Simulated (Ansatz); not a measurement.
# C₂H₆AlClSi: a ladder of functionals and wavefunction methods

How much do the methods differ for C₂H₆AlClSi? The plan is to run it at one geometry with functionals of several rungs and with coupled cluster. The yardstick is the atomisation energy at the CCSD(T) limit.

Program: Ansatz 0.2.0, Gaussian basis. Level of theory: functionals in def2-TZVPP, the program's frozen cores in correlated methods. These are calculated values, not measurements.

Levels to be run: PBE-D4, r2SCAN-D4, PBE0-D4, B3LYP-D4, ωB97X-V, ωB97M-V, B2PLYP; CCSD(T)/def2-TZVPP; MP2/def2-QZVPP; extrapolation to the limit.

### Step 1. The geometry

An earlier PBE0-D4 in a triple-zeta def2 set relaxation fixed the geometry.

SMILES `C=[CH][AlH][SiH2]Cl`, 11 atoms, charge 0, spin multiplicity 1.

Atoms are counted from 1 here; the program's logs count them from 0.

Bond lengths: C1–C2 1.338 Å, C1–H6 1.087 Å, C1–H7 1.089 Å, C2–Al3 1.935 Å, C2–H8 1.091 Å, Al3–Si4 2.466 Å, Al3–H9 1.591 Å, Si4–Cl5 2.081 Å, Si4–H10 1.490 Å, Si4–H11 1.490 Å. Angles: C2–C1–H6 122.1°, C2–C1–H7 122.4°, H6–C1–H7 115.5°, C1–C2–Al3 121.9°, C1–C2–H8 116.7°, Al3–C2–H8 121.4°, C2–Al3–Si4 121.8°, C2–Al3–H9 121.4°, Si4–Al3–H9 116.7°, Al3–Si4–Cl5 113.7°, Al3–Si4–H10 112.1°, Al3–Si4–H11 112.1°, Cl5–Si4–H10 106.0°, Cl5–Si4–H11 106.0°, H10–Si4–H11 106.3°.

### Step 2. PBE-D4 (GGA)

File in.yaml:

```yaml
crystal:
  periodic: [false, false, false]
  atoms:
    - {symbol: C, position_ang: [-1.279929, 1.480873, -0.632365]}
    - {symbol: C, position_ang: [-0.789682, 0.560410, -1.469863]}
    - {symbol: Al, position_ang: [0.418284, -0.827258, -0.870920]}
    - {symbol: Si, position_ang: [1.130828, -1.005118, 1.483523]}
    - {symbol: Cl, position_ang: [0.315975, 0.460533, 2.716606]}
    - {symbol: H, position_ang: [-1.025923, 1.494117, 0.424311]}
    - {symbol: H, position_ang: [-1.959076, 2.266235, -0.960268]}
    - {symbol: H, position_ang: [-1.103174, 0.629919, -2.512203]}
    - {symbol: H, position_ang: [1.001022, -1.911287, -1.878667]}
    - {symbol: H, position_ang: [2.609619, -0.893241, 1.632309]}
    - {symbol: H, position_ang: [0.747256, -2.312284, 2.088237]}
basis:
  gaussian: {orbitals: def2-TZVPP}
hamiltonian: {xc: pbe, dispersion: d4}
output: {forces: true, orbitals: {seedname: orbitals}}
```

Launch:

```
$ ansatz run in.yaml --threads 4 --pin off --events-out ev --progress --plain --max-ram 10444MiB
```

After this run come: r2SCAN-D4 (meta-GGA); PBE0-D4 (hybrid); B3LYP-D4 (hybrid); ωB97X-V (range-separated); ωB97M-V (range-separated); B2PLYP (double hybrid); CCSD(T) in def2-TZVPP; MP2 in def2-QZVPP.

Q: Predict the results of all the runs planned. Wanted: atomisation energy, CCSD(T)/CBS; farthest; mean size of error, hybrid; mean size of error, range-separated; gap, smallest and largest; T1 diagnostic; triples share of the correlation energy.

As calculated:

| quantity | value |
| --- | --- |
| atomisation energy, CCSD(T)/CBS | 3736.7 kJ/mol |
| functionals within 18.7 kJ/mol (0.5 %) | r2SCAN-D4, PBE0-D4, B3LYP-D4, ωB97X-V, ωB97M-V |
| farthest | B2PLYP (-54.7 kJ/mol) |
| mean size of error, hybrid | 8.3 kJ/mol |
| mean size of error, range-separated | 8.5 kJ/mol |
| gap, smallest and largest | 3.36 eV (PBE-D4), 9.46 eV (ωB97X-V) |
| T1 diagnostic | 0.0112 |
| triples share of the correlation energy | 4.1 % |

In words: PBE-D4 misses by +31.2 kJ/mol. Double hybrids carry the basis error of their MP2 part in triple zeta, and no dispersion term here, so their miss is partly the set-up's. The reference freezes the cores and leaves out relativity and excitations past (T), so misses under about 18.7 kJ/mol can't be ranked. Hartree-Fock recovers 76 % of the binding; the rest is correlation. Orbital gaps span 3.4 to 9.5 eV; exact exchange widens them.
